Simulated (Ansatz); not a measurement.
# ClGeH₄In: taking an electron away

The task here is to estimate one member of a computed series from the others.

The runs use Ansatz 0.2.0, Gaussian basis; unrestricted cation, the program's frozen cores in correlated methods.

Plan: UKS PBE-D4/def2-TZVPP; UKS r2SCAN-D4/def2-TZVPP; UKS PBE0-D4/def2-TZVPP; UKS B3LYP-D4/def2-TZVPP; UKS wB97X-V/def2-TZVPP; UKS wB97M-V/def2-TZVPP; UKS B2PLYP/def2-TZVPP; UHF-CCSD(T)/def2-TZVPP; UHF-MP2/def2-QZVPP; extrapolation to the limit; then −ε(HOMO) from the neutral's earlier runs with LDA (SPW92), PBE-D4, revPBE-D4, BLYP-D4, r2SCAN-D4, B97M-V, PBE0-D4, B3LYP-D4, r2SCANh-D4, r2SCAN0-D4, HSE06-D4, BHLYP-D4, CAM-B3LYP-D4, LC-ωPBE, ωB97X-V, ωB97M-V.

1 further run of the same task is left out (for a known fault of the program).

## Structure used throughout

All runs share one geometry, relaxed beforehand with PBE0-D4 in a triple-zeta def2 set. In takes the def2 core potential; no spin-orbit term is included.

7 atoms, charge 0, spin multiplicity 1.

Atoms are counted from 1 here; the program's logs count them from 0.

Bond lengths: Cl1–In2 2.353 Å, In2–Ge3 2.590 Å, In2–H4 1.715 Å, Ge3–H5 1.537 Å, Ge3–H6 1.537 Å, Ge3–H7 1.538 Å. Angles: Cl1–In2–Ge3 111.2°, Cl1–In2–H4 111.6°, Ge3–In2–H4 137.2°, In2–Ge3–H5 109.3°, In2–Ge3–H6 109.3°, In2–Ge3–H7 112.0°, H5–Ge3–H6 108.7°, H5–Ge3–H7 108.7°, H6–Ge3–H7 108.7°.

Set-up of the first run:

Contents of in.yaml:

```yaml
crystal:
  periodic: [false, false, false]
  atoms:
    - {symbol: Cl, position_ang: [-2.659837, -1.468160, -0.155365]}
    - {symbol: In, position_ang: [-0.328549, -1.367883, 0.145500]}
    - {symbol: Ge, position_ang: [0.541165, 1.061607, -0.074064]}
    - {symbol: H, position_ang: [0.334925, -2.919947, 0.450032]}
    - {symbol: H, position_ang: [0.194440, 1.601411, -1.470393]}
    - {symbol: H, position_ang: [-0.145567, 1.944901, 0.979298]}
    - {symbol: H, position_ang: [2.063423, 1.148069, 0.124982]}
basis:
  gaussian: {orbitals: def2-TZVPP}
total_charge: 1
magnetization: {spin_polarized: true, initial_magnetization: 1}
hamiltonian: {xc: pbe, dispersion: d4}
```

Run with:

```
$ ansatz run in.yaml --threads 2 --pin off --events-out ev --progress --plain --max-ram 32768MiB --backend cpu
```

Among the steps run: Cation, UKS PBE-D4/def2-TZVPP; Cation, UKS r2SCAN-D4/def2-TZVPP; Cation, UKS PBE0-D4/def2-TZVPP; Cation, UKS B3LYP-D4/def2-TZVPP; Cation, UKS wB97X-V/def2-TZVPP; Cation, UKS wB97M-V/def2-TZVPP; Cation, UKS B2PLYP (frozen core)/def2-TZVPP; Cation, UHF-CCSD(T)/def2-TZVPP; Cation, UHF-MP2/def2-QZVPP.

One of the session's tables, all rows but one given; the rest of the session is left out.

For comparison, −ε(HOMO) of the neutral from earlier runs:

| functional | −ε(HOMO) (eV) |
| --- | --- |
| LDA (SPW92) | 6.68 |
| PBE-D4 | 6.56 |
| revPBE-D4 | 6.51 |
| BLYP-D4 | 6.41 |
| r2SCAN-D4 | 6.85 |
| B97M-V | 6.92 |
| PBE0-D4 | 7.68 |
| B3LYP-D4 | 7.47 |
| r2SCANh-D4 | ? |
| r2SCAN0-D4 | 7.86 |
| HSE06-D4 | 7.29 |
| BHLYP-D4 | 8.64 |
| CAM-B3LYP-D4 | 8.90 |
| LC-ωPBE | 10.19 |
| ωB97X-V | 9.86 |
| ωB97M-V | 9.70 |

Q: Estimate the row for r2SCANh-D4 from the others.

Worked estimate for «−ε(HOMO) (eV)». Against the share of exact exchange, r2SCAN-D4 (0, 6.85), r2SCAN0-D4 (0.25, 7.86) give a slope of 4.04 per unit share; at 0.1 the line stands at 7.25.

**Answer.** −ε(HOMO) (eV): 7.26. In «−ε(HOMO) (eV)» the line misses by -0.01.
